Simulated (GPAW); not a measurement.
Runs of GPAW 26.7.0 on Al3Pt2. The structure is trigonal, space group P-3m1 (No. 164). The conventional cell has a = 4.207 Å, b = 4.207 Å, c = 5.189 Å, α = 90.00°, β = 90.00°, γ = 120.00°. Pt (site symmetry 3m) is surrounded by 8 Al at 2.49 to 2.69 Å. Al (site symmetry 3m) is surrounded by 5 Pt at 2.49 to 2.69 Å and 3 Al at 2.87 Å. Al (site symmetry -3m) is surrounded by 6 Pt at 2.58 Å. The cell comes from a database or a generator and needn't be the stable form of this composition.

```csv
task,level,potentials or basis,k mesh,band path,band points,pressure (GPa),V0 of scaled cells (Å³/atom),B0 (GPa),largest force (eV/Å)
band structure,PBEsol,"PAW data sets generated in the run's folder for this functional, pw",6 × 6 × 4,"GMKGALHA,LM,KH",100,0.3,-,-,0.10
equation of state,LDA,"the program's PAW data sets (release 1.2.1) made for this functional, pw",6 × 6 × 4,-,-,-,15.59,173,-
equation of state,PBEsol,"PAW data sets generated in the run's folder for this functional, pw",7 × 7 × 5,-,-,-,(b),165,-
band structure,LDA,"the program's PAW data sets (release 1.2.1) made for this functional, pw",6 × 6 × 4,"GMKGALHA,LM,KH",100,-3.4,-,-,(a)
```

Alike in all rows: no spin polarisation; cell as given; cutoff (eV) 600; smearing fermi-dirac 0.05 eV.

**Question.** Estimate the missing entries.

**Answer.** (a) 0.07; (b) 15.93.

Caveats: the cell was scaled at fixed shape and fractional positions, which overstates the stiffness of a crystal with free parameters, most of all of layers and chains (some runs).
